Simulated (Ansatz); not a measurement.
# H3AuO2: a ladder of functionals and wavefunction methods

Aim: compute H3AuO2 with functionals from several rungs and with coupled cluster, and see how far each lands from CCSD(T) at the basis-set limit for the atomisation energy.

Computed with Ansatz 0.2.0, Gaussian basis. Level: functionals in def2-TZVPP, the program's frozen cores in correlated methods.

Plan: LDA (SPW92), PBE-D4, revPBE-D4, BLYP-D4, r2SCAN-D4, B97M-V, PBE0-D4, B3LYP-D4, r2SCANh-D4, r2SCAN0-D4, HSE06-D4, BHLYP-D4, CAM-B3LYP-D4, LC-ωPBE, ωB97X-V, ωB97M-V, B2PLYP, PBE-QIDH; CCSD(T)/def2-SVP; CCSD(T)/def2-TZVPP; CCSD(T)/def2-QZVPP; extrapolation to the limit; RPA on PBE.

**1. The relaxed structure**

An earlier PBE0-D4 in a triple-zeta def2 set relaxation fixed the geometry. Au takes the def2 core potential; no spin-orbit term is included.

SMILES `[OH][Au-][OH2+]`, 6 atoms, charge 0, spin multiplicity 1.

Atoms are counted from 1 here; the program's logs count them from 0.

Bond lengths: O1–Au2 1.937 Å, O1–H4 0.962 Å, Au2–O3 2.127 Å, O3–H5 0.963 Å, O3–H6 0.963 Å. Angles: Au2–O1–H4 106.7°, O1–Au2–O3 177.3°, Au2–O3–H5 110.8°, Au2–O3–H6 110.8°, H5–O3–H6 107.1°.

**2. LDA**

This LDA is Slater exchange with PW92 correlation.

Contents of in.yaml:

```yaml
crystal:
  periodic: [false, false, false]
  atoms:
    - {symbol: O, position_ang: [-1.831618, -1.437337, -0.639356]}
    - {symbol: Au, position_ang: [-0.336352, -0.320305, -0.121571]}
    - {symbol: O, position_ang: [1.245134, 0.987606, 0.437186]}
    - {symbol: H, position_ang: [-1.515576, -2.345786, -0.627826]}
    - {symbol: H, position_ang: [1.432281, 1.617852, -0.266875]}
    - {symbol: H, position_ang: [1.006131, 1.497970, 1.218442]}
basis:
  gaussian: {orbitals: def2-TZVPP}
hamiltonian: {xc: lda}
output: {orbitals: {seedname: orbitals}}
```

Command:

```bash
$ ansatz run in.yaml --threads 2 --pin off --events-out ev --progress --plain --max-ram 32768MiB --backend cpu
```

After this run come: PBE-D4 (GGA); revPBE-D4 (GGA); BLYP-D4 (GGA); r2SCAN-D4 (meta-GGA); B97M-V (meta-GGA); PBE0-D4 (hybrid); B3LYP-D4 (hybrid); r2SCANh-D4 (hybrid); r2SCAN0-D4 (hybrid); HSE06-D4 (hybrid); BHLYP-D4 (hybrid); CAM-B3LYP-D4 (range-separated); LC-ωPBE (range-separated); ωB97X-V (range-separated); ωB97M-V (range-separated); B2PLYP (double hybrid); PBE-QIDH (double hybrid); CCSD(T) in def2-SVP; CCSD(T) in def2-TZVPP; CCSD(T) in def2-QZVPP; RPA on PBE orbitals.

Q: Predict the results of all the runs planned. Wanted: atomisation energy, CCSD(T)/CBS; farthest beyond LDA; mean size of error, GGA; mean size of error, meta-GGA; mean size of error, hybrid; mean size of error, range-separated; mean size of error, double hybrid; gap, smallest and largest; T1 diagnostic.

**Answer**, as computed:

```
                               quantity                                  value
        atomisation energy, CCSD(T)/CBS                          1793.8 kJ/mol
  functionals within 9.0 kJ/mol (0.5 %)     none; nearest PBE-D4 (+9.3 kJ/mol)
                    farthest beyond LDA               BHLYP-D4 (-172.8 kJ/mol)
                mean size of error, GGA                            32.1 kJ/mol
           mean size of error, meta-GGA                            39.0 kJ/mol
             mean size of error, hybrid                            90.7 kJ/mol
    mean size of error, range-separated                            48.9 kJ/mol
      mean size of error, double hybrid                            76.9 kJ/mol
              gap, smallest and largest  2.90 eV (BLYP-D4), 10.18 eV (LC-ωPBE)
                          T1 diagnostic                                 0.0165
triples share of the correlation energy                                  3.5 %
```

What this shows: LDA overbinds by 327.7 kJ/mol (18 %). PBE-D4 is off by +9.3 kJ/mol. Double hybrids carry the basis error of their MP2 part in triple zeta, and no dispersion term here, so their miss is partly the set-up's. Taken by rung, GGA functionals do best (32.1 kJ/mol on average) and hybrid ones worst beyond LDA (90.7 kJ/mol). The gap between the best rungs is small, so their order is not settled. The mean of the hybrids holds BHLYP, with half exact exchange. The reference freezes the cores and leaves out spin-orbit coupling and excitations past (T), so misses under about 9.0 kJ/mol can't be ranked. All levels share the lack of spin-orbit coupling, which lowers the free heavy atoms and so the true binding. Hartree-Fock recovers 58 % of the binding; the rest is correlation. CCSD(T) in def2-SVP is off by -183.7 kJ/mol, so the small basis spoils what the method gains. Orbital gaps span 2.9 to 10.2 eV; exact exchange widens them. Correlated methods include outer-core shells of Au, which these sets cover unevenly.
